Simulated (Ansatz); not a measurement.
# WS2: the cost of one run

Method: DFT LDA, scalar-relativistic, plane waves, PAW, in Ansatz 0.2.0.

2 further runs of the same task are left out: 2 that didn't finish.

**1. Starting point**

The structure is hexagonal, space group P6_3/mmc (No. 194). Conventional cell: a = 3.184 Å, b = 3.184 Å, c = 12.978 Å, α = 90.00°, β = 90.00°, γ = 120.00°. Around W (site symmetry -6m2) lie 6 S at 2.41 Å. Around S (site symmetry 3m) lie 3 W at 2.41 Å.

As a file:

```
W S
1.0
     3.18422    0.00000    0.00000
    -1.59211    2.75762    0.00000
     0.00000    0.00000   12.97828
W S
2 4
Cartesian
  0.0000 1.8384 3.2446
  1.5921 0.9192 9.7337
  0.0000 1.8384 8.1738
  1.5921 0.9192 1.6846
  0.0000 1.8384 11.2936
  1.5921 0.9192 4.8045
```

The structure comes from the Materials Project (structure only).

(A quick probe on a coarse mesh, which set the mesh and smearing, is not shown.)

**3. Relaxing cell and atoms**

input.yaml reads:

```yaml
crystal:
  lattice:
    - [3.18422289, 0.0, 0.0]
    - [-1.59211145, 2.75761792, 0.0]
    - [0.0, 0.0, 12.97828236]
  atoms:
    - { symbol: W, position: [0.33333333, 0.66666667, 0.25] }
    - { symbol: W, position: [0.66666667, 0.33333333, 0.75] }
    - { symbol: S, position: [0.33333333, 0.66666667, 0.62980494] }
    - { symbol: S, position: [0.66666667, 0.33333333, 0.12980494] }
    - { symbol: S, position: [0.33333333, 0.66666667, 0.87019506] }
    - { symbol: S, position: [0.66666667, 0.33333333, 0.37019506] }
basis:
  ecutwfc: 420
kpoints:
  mp_grid: { grid: [12, 12, 2] }
hamiltonian:
  xc: lda
scf:
  occupations: { method: gaussian, width: 0.02 }
output:
  forces: true
  stress: true
  eigenvalues: true
  write_density: true
  write_potential: true
  elf: true
  volumetric_format: npy
relax:
  adjacent_minimum: "off"
  f_tol: 0.005
  max_steps: 80
  cell: { stress_tol: 0.05 }
```

Run with:

```console
> ansatz run input.yaml --threads 4 --pin off --max-ram 8192MiB --backend cpu --events-out ev --progress --plain --runs-dir out
```

Q: Estimate wall time and peak memory on 4 threads of Arm Neoverse N1, shared host.

About 32 s, with a peak of 0.48 GiB.
